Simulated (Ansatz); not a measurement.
# CsBe2Se4: the cost of one run

Method: DFT PBE, scalar-relativistic, plane waves, PAW, in Ansatz 0.2.0.

## 1. Starting point

Symmetry: P6/mmm, No. 191, hexagonal system. Conventional cell: a = 6.089 Å, b = 6.089 Å, c = 6.323 Å, α = 90.00°, β = 90.00°, γ = 120.00°. Around Cs (site symmetry 6/mmm) lie 12 Se at 3.69 Å. Around Be (site symmetry -6m2) lie 2 Se at 2.03 Å. Around Se (site symmetry 3m) lie 1 Be at 2.03 Å and 1 Se at 2.27 Å.

Structure file:

```cif
data_structure
_symmetry_space_group_name_H-M 'P 1'
_symmetry_Int_Tables_number 1
_cell_length_a 6.0894
_cell_length_b 6.0894
_cell_length_c 6.3230
_cell_angle_alpha 90.000
_cell_angle_beta 90.000
_cell_angle_gamma 120.000
_cell_volume 203.05
loop_
_atom_site_label
_atom_site_type_symbol
_atom_site_fract_x
_atom_site_fract_y
_atom_site_fract_z
_atom_site_occupancy
Cs1 Cs 0.00000 0.00000 0.00000 1
Be1 Be 0.33333 0.66667 0.50000 1
Be2 Be 0.66667 0.33333 0.50000 1
Se1 Se 0.33333 0.66667 0.17935 1
Se2 Se 0.66667 0.33333 0.17935 1
Se3 Se 0.66667 0.33333 0.82065 1
Se4 Se 0.33333 0.66667 0.82065 1
```

Recipe of the guess: random cell by space group and Wyckoff sites (P6/mmm, No. 191). The dimensions are guesses.

## 2. The guess as it stands, on a coarse mesh

File input.yaml:

```yaml
crystal:
  lattice:
    - [6.08942135, 0.0, 0.0]
    - [-3.04471067, 5.27359358, 0.0]
    - [0.0, 0.0, 6.32299449]
  atoms:
    - { symbol: Cs, position: [0.0, 0.0, 0.0] }
    - { symbol: Be, position: [0.33333333, 0.66666667, 0.5] }
    - { symbol: Be, position: [0.66666667, 0.33333333, 0.5] }
    - { symbol: Se, position: [0.33333333, 0.66666667, 0.17934915] }
    - { symbol: Se, position: [0.66666667, 0.33333333, 0.17934915] }
    - { symbol: Se, position: [0.66666667, 0.33333333, 0.82065085] }
    - { symbol: Se, position: [0.33333333, 0.66666667, 0.82065085] }
basis:
  ecutwfc: 420
kpoints:
  mp_grid: { grid: [3, 3, 4] }
hamiltonian:
  xc: pbe
scf:
  occupations: { method: gaussian, width: 0.1 }
  lower_state_search: "off"
output:
  forces: true
  stress: true
  eigenvalues: true
```

Command:

```
> ansatz run input.yaml --threads 1 --pin off --max-ram 2048MiB --backend cpu --events-out ev --progress --plain --runs-dir out
```

**Question.** How long does this run take on 1 thread of Arm Neoverse V1, shared host, and how much memory does it need?

About 6.3 s, with a peak of 0.45 GiB.
